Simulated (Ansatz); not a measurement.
# CH₅NSn: up Jacob's ladder to CCSD(T)

An exercise on one series of results from a longer session: the logs are not shown, and one member is left open.

The runs use Ansatz 0.2.0, Gaussian basis; functionals in def2-TZVPP, the program's frozen cores in correlated methods.

Plan: LDA (SPW92), PBE-D4, revPBE-D4, BLYP-D4, r2SCAN-D4, B97M-V, PBE0-D4, B3LYP-D4, r2SCANh-D4, r2SCAN0-D4, HSE06-D4, BHLYP-D4, CAM-B3LYP-D4, LC-ωPBE, ωB97X-V, ωB97M-V, B2PLYP, PBE-QIDH; CCSD(T)/def2-SVP; CCSD(T)/def2-TZVPP; MP2/def2-QZVPP; extrapolation to the limit; RPA on PBE.

## Structure used throughout

The geometry comes from an earlier relaxation with PBE0-D4 in a triple-zeta def2 set; it is a stationary point, not always the lowest conformer. Sn takes the def2 core potential; no spin-orbit term is included.

SMILES `[CH3][Sn][NH2]`, 8 atoms, charge 0, spin multiplicity 1.

Atoms are counted from 1 here; the program's logs count them from 0.

Bond lengths: C1–Sn2 2.193 Å, C1–H4 1.093 Å, C1–H5 1.091 Å, C1–H6 1.094 Å, Sn2–N3 2.015 Å, N3–H7 1.008 Å, N3–H8 1.009 Å. Angles: Sn2–C1–H4 110.2°, Sn2–C1–H5 111.9°, Sn2–C1–H6 109.4°, H4–C1–H5 108.8°, H4–C1–H6 108.1°, H5–C1–H6 108.4°, C1–Sn2–N3 92.8°, Sn2–N3–H7 123.7°, Sn2–N3–H8 124.9°, H7–N3–H8 111.4°.

The first run:

File in.yaml:

```yaml
crystal:
  periodic: [false, false, false]
  atoms:
    - {symbol: C, position_ang: [-0.740281, 0.930417, -0.609666]}
    - {symbol: Sn, position_ang: [1.321551, 0.707535, 0.102295]}
    - {symbol: N, position_ang: [0.999382, -1.173010, 0.749372]}
    - {symbol: H, position_ang: [-1.016172, 0.080539, -1.239985]}
    - {symbol: H, position_ang: [-0.877360, 1.850757, -1.179764]}
    - {symbol: H, position_ang: [-1.419788, 0.951739, 0.247915]}
    - {symbol: H, position_ang: [1.702356, -1.738306, 1.198486]}
    - {symbol: H, position_ang: [0.122510, -1.666770, 0.675648]}
basis:
  gaussian: {orbitals: def2-TZVPP}
hamiltonian: {xc: lda}
output: {orbitals: {seedname: orbitals}}
```

Steps of the session up to this table: LDA; PBE-D4 (GGA); revPBE-D4 (GGA); BLYP-D4 (GGA); r2SCAN-D4 (meta-GGA); B97M-V (meta-GGA); PBE0-D4 (hybrid); B3LYP-D4 (hybrid); r2SCANh-D4 (hybrid); r2SCAN0-D4 (hybrid); HSE06-D4 (hybrid); BHLYP-D4 (hybrid); CAM-B3LYP-D4 (range-separated); LC-ωPBE-D4 (range-separated; the results give it without D4); ωB97X-V (range-separated); ωB97M-V (range-separated); B2PLYP (double hybrid); PBE-QIDH (double hybrid).

One of the session's tables, all rows but one given; the rest of the session is left out.

It belongs to the step «Frontier levels by functional». 

```
  functional  HOMO (eV)  LUMO (eV)  gap (eV)
 LDA (SPW92)      -5.33      -2.58      2.75
      PBE-D4      -5.17      -2.36      2.81
   revPBE-D4      -5.11      -2.27      2.84
     BLYP-D4      -5.05      -2.30      2.75
   r2SCAN-D4      -5.39      -2.26      3.13
      B97M-V      -5.31      -2.30      3.01
     PBE0-D4      -6.16      -1.67      4.50
    B3LYP-D4      -6.00      -1.91      4.10
  r2SCANh-D4      -5.76      -2.00      3.77
  r2SCAN0-D4          ?          ?         ?
    HSE06-D4      -5.77      -2.03      3.74
    BHLYP-D4      -7.05      -0.97      6.08
CAM-B3LYP-D4      -7.40      -0.77      6.63
     LC-ωPBE      -8.61       0.30      8.91
     ωB97X-V      -8.31       0.20      8.52
     ωB97M-V      -8.24       0.03      8.28
```

Q: Estimate the row for r2SCAN0-D4 from the others.

Worked estimate for «HOMO (eV)». Against the share of exact exchange, r2SCAN-D4 (0, -5.39), r2SCANh-D4 (0.1, -5.76) give a slope of -3.70 per unit share; at 0.25 the line stands at -6.31.

As computed: HOMO (eV): -6.32; LUMO (eV): -1.61; gap (eV): 4.71. In «HOMO (eV)» the line misses by +0.01.
